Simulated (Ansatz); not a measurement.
Write a Python script for the Python package of Ansatz (0.2.0) that makes a rigid torsion scan of BF2H3Si, SMILES B[SiH](F)F. Settings (for the species named): PBE0, def2-SVP basis, multiplicity 1.

```xyz
7

B    -0.6620    0.8816   -0.0700
Si    0.4851   -0.5970    0.0250
F     0.7011   -1.0017    1.6294
F    -0.1173   -1.8936   -0.7925
H    -1.0073    1.3613   -1.1531
H    -1.1418    1.4254    0.9046
H     1.8033   -0.2441   -0.5891
```

Script `bf2h3si.py`:
```python
import ansatz
from ase import Atoms

atoms = Atoms(["B", "Si", "F", "F", "H", "H", "H"], positions=[
    [-0.662, 0.8816, -0.07],
    [0.4851, -0.597, 0.025],
    [0.7011, -1.0017, 1.6294],
    [-0.1173, -1.8936, -0.7925],
    [-1.0073, 1.3613, -1.1531],
    [-1.1418, 1.4254, 0.9046],
    [1.8033, -0.2441, -0.5891],
])

first = (
    ansatz.Crystal.molecule_from_ase(atoms).calculation()
    .basis(gaussian="def2-SVP")
    .scf(lower_state_search="standard")
    .functional("pbe0")
    .relax(force_tolerance=0.02, max_steps=80)
)
atoms.positions = first.run(threads=1).report["positions_ang"]

start = atoms.get_dihedral(2, 1, 0, 4)
energies = {}
for turn in range(0, 360, 40):
    turned = atoms.copy()
    turned.set_dihedral(2, 1, 0, 4, start + turn, indices=[0, 4, 5])
    calc = (
        ansatz.Crystal.molecule_from_ase(turned).calculation()
        .basis(gaussian="def2-SVP")
        .correlation("mp2")
        .scf(lower_state_search="standard")
    )
    energies[round((start + turn) % 360)] = calc.run(threads=1).report["free_energy_ev"]
floor = min(energies.values())
print("dihedral F2-Si1-B0-H4 (deg)   E - E(min) (eV)")
for angle, e in sorted(energies.items()):
    print(f"{angle:8d} {(e - floor):14.3f}  " + "#" * int(30 * (e - floor) / max(max(energies.values()) - floor, 1e-9)))
```

```console
$ python bf2h3si.py
dihedral F2-Si1-B0-H4 (deg)   E - E(min) (eV)
       5          0.012  ###############
      45          0.012  ##############
      85          0.020  ########################
     125          0.024  #############################
     165          0.012  ###############
     205          0.000
     245          0.012  ###############
     285          0.024  ##############################
     325          0.020  ########################
```

Notes:
- These settings explore the input space; basis and method may be short of convergence.
- The scan is rigid and the energies are electronic, in a modest basis. With rigid groups the curve can differ much from the relaxed path, the start wasn't checked as a minimum of this torsion, and equivalent turns needn't return to the same energy.
- The start is relaxed with a density functional and scanned with the wavefunction method, so it isn't exactly that method's minimum.
- Finished in 32 s on 1 thread of Arm Neoverse V1 (shared host), peak memory 0.21 GiB.
